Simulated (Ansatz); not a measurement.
Runs of Ansatz 0.2.0 on SiNi2. Symmetry: Pnma, No. 62, orthorhombic system. The conventional cell has a = 4.990 Å, b = 3.720 Å, c = 7.030 Å, α = 90.00°, β = 90.00°, γ = 90.00°. Around Ni (site symmetry m) lie 4 Si at 2.28 to 2.33 Å and 4 Ni at 2.53 to 2.62 Å. Around Ni (site symmetry m) lie 5 Si at 2.34 to 2.57 Å and 6 Ni at 2.53 to 2.62 Å. Si (site symmetry m) is surrounded by 9 Ni at 2.28 to 2.57 Å. 

| task | level | cell | k mesh | cutoff (eV) | smearing | points for each segment of the path | gap on the mesh (eV) | pressure (GPa) | moment (μB) | largest force (eV/Å) |
| --- | --- | --- | --- | --- | --- | --- | --- | --- | --- | --- |
| band structure | r2SCAN | as given | 6 × 7 × 4 | 500 | fermi-dirac 0.05 eV | 10 | none | -3.9 | 0.00 | 0.37 |
| relaxation of the atoms | PBE | atoms relaxed | 5 × 5 × 3 | 420 | fermi-dirac 0.05 eV | - | none | 3.2 | 0.00 | - |
| relaxation of cell and atoms | LDA | relaxed | 6 × 7 × 4 | 420 | fermi-dirac 0.05 eV | - | none | 0.0 | 0.00 | - |
| single point | PBE | as given | 6 × 7 × 4 | 420 | gaussian 0.013 eV | - | none | 3.4 | 0.14 | 0.36 |
| single point | PBE | as given | 6 × 7 × 4 | 420 | gaussian 0.012 eV | - | none | 3.4 | (a) | 0.36 |

Alike in all rows: potentials or basis Ansatz PAW; spin collinear, ferromagnetic start.

Question: Estimate the missing entries.

Answer: (a) 0.15.

Caveats: the starting moments weren't kept; the PAW data sets come from PBE, with cores solved anew for the run's functional, which leaves a small shift of forces and pressure (some runs); the magnetic or orbital state may not be the lowest (some runs); the thresholds are loose for stress (some runs); the plane-wave basis is chosen anew once the cell has moved, so the energies of steps on either side of that aren't comparable (some runs).

A gap of «none» marks a metal or a gap under the smearing width.
